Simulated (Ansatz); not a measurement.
# Ga2As5: the cost of one run

Method: DFT PBE, scalar-relativistic, plane waves, PAW, unless a step names another level, in Ansatz 0.2.0.

4 further runs of the same task are left out: 3 that didn't finish, 1 set aside as unsound or not needed. Runs told in other sessions of the task aren't counted.

**1. Starting point**

The structure is trigonal, space group P3m1 (No. 156). Conventional cell: a = 3.931 Å, b = 3.931 Å, c = 25.144 Å, α = 90.00°, β = 90.00°, γ = 120.00°. Ga (site symmetry 3m) is surrounded by 4 As at 2.43 to 2.52 Å. Ga (site symmetry 3m) is surrounded by 4 As at 2.49 to 2.52 Å. Ga (site symmetry 3m) has 4 As at 2.43 to 2.55 Å in its first shell of neighbours. As (site symmetry 3m) has 3 As at 2.60 Å in its first shell of neighbours. Around As (site symmetry 3m) lie 4 Ga at 2.43 to 2.52 Å. As (site symmetry 3m) is surrounded by 3 Ga at 2.49 Å. Only part of the 14 independent sites is listed.

Structure file:

```cif
data_structure
_symmetry_space_group_name_H-M 'P 1'
_symmetry_Int_Tables_number 1
_cell_length_a 3.9310
_cell_length_b 3.9310
_cell_length_c 25.1442
_cell_angle_alpha 90.000
_cell_angle_beta 90.000
_cell_angle_gamma 120.000
_cell_volume 336.49
loop_
_atom_site_label
_atom_site_type_symbol
_atom_site_fract_x
_atom_site_fract_y
_atom_site_fract_z
_atom_site_occupancy
Ga1 Ga 0.00000 0.00000 0.88069 1
Ga2 Ga 0.33333 0.66667 0.74576 1
Ga3 Ga 0.33333 0.66667 0.14990 1
Ga4 Ga 0.66667 0.33333 0.01525 1
As1 As 0.66667 0.33333 0.54671 1
As2 As 0.33333 0.66667 0.59750 1
As3 As 0.33333 0.66667 0.84585 1
As4 As 0.66667 0.33333 0.70508 1
As5 As 0.00000 0.00000 0.98084 1
As6 As 0.66667 0.33333 0.11557 1
As7 As 0.33333 0.66667 0.25119 1
As8 As 0.00000 0.00000 0.29857 1
As9 As 0.33333 0.66667 0.40828 1
As10 As 0.00000 0.00000 0.45882 1
```

It came out lowest among 23 distinct ends of the trial cells. At a tolerance of 0.05 Å it has space group P3m1 (No. 156).

**2. Bands, states and charges**

Contents of input.yaml:

```yaml
crystal:
  lattice:
    - [3.9309765281, 0.0, 0.0]
    - [-1.965488264, 3.4043255351, 0.0]
    - [0.0, 0.0, 25.1442305658]
  atoms:
    - { symbol: Ga, position: [0.0, 0.0, 0.8806876106] }
    - { symbol: Ga, position: [0.3333333333, 0.6666666667, 0.7457562261] }
    - { symbol: Ga, position: [0.3333333333, 0.6666666667, 0.1498969296] }
    - { symbol: Ga, position: [0.6666666667, 0.3333333333, 0.0152484676] }
    - { symbol: As, position: [0.6666666667, 0.3333333333, 0.5467064846] }
    - { symbol: As, position: [0.3333333333, 0.6666666667, 0.5975044366] }
    - { symbol: As, position: [0.3333333333, 0.6666666667, 0.8458542838] }
    - { symbol: As, position: [0.6666666667, 0.3333333333, 0.7050757915] }
    - { symbol: As, position: [0.0, 0.0, 0.9808443606] }
    - { symbol: As, position: [0.6666666667, 0.3333333333, 0.1155705386] }
    - { symbol: As, position: [0.3333333333, 0.6666666667, 0.2511865992] }
    - { symbol: As, position: [0.0, 0.0, 0.2985704334] }
    - { symbol: As, position: [0.3333333333, 0.6666666667, 0.4082815263] }
    - { symbol: As, position: [0.0, 0.0, 0.4588163116] }
basis:
  ecutwfc: 420
kpoints:
  mp_grid: { grid: [12, 12, 2] }
  band_path:
    path:
      - [[0.0, 0.0, 0.0], [0.5, 0.0, 0.0], [0.33333333, 0.33333333, 0.0], [0.0, 0.0, 0.0], [0.0, 0.0, 0.5], [0.5, 0.0, 0.5], [0.33333333, 0.33333333, 0.5], [0.0, 0.0, 0.5]]
      - [[0.5, 0.0, 0.5], [0.5, 0.0, 0.0]]
      - [[0.33333333, 0.33333333, 0.5], [0.33333333, 0.33333333, 0.0]]
    npoints: 10
hamiltonian:
  xc: pbe
scf:
  occupations: { method: gaussian, width: 0.1 }
  n_extra_bands: 35
output:
  forces: true
  stress: true
  eigenvalues: true
  populations: true
  dos: { projected: true, de: 0.02, nscf_kmesh: { grid: [15, 15, 3] } }
  bader: false
```

Command:

```console
$ ansatz run input.yaml --threads 1 --pin off --max-ram 2560MiB --backend cpu --events-out ev --progress --plain --runs-dir out
```

What time and memory should one allow on 1 thread of Intel Xeon Platinum 8488C (Sapphire Rapids), shared host?

About 12 min, with a peak of 2.3 GiB.
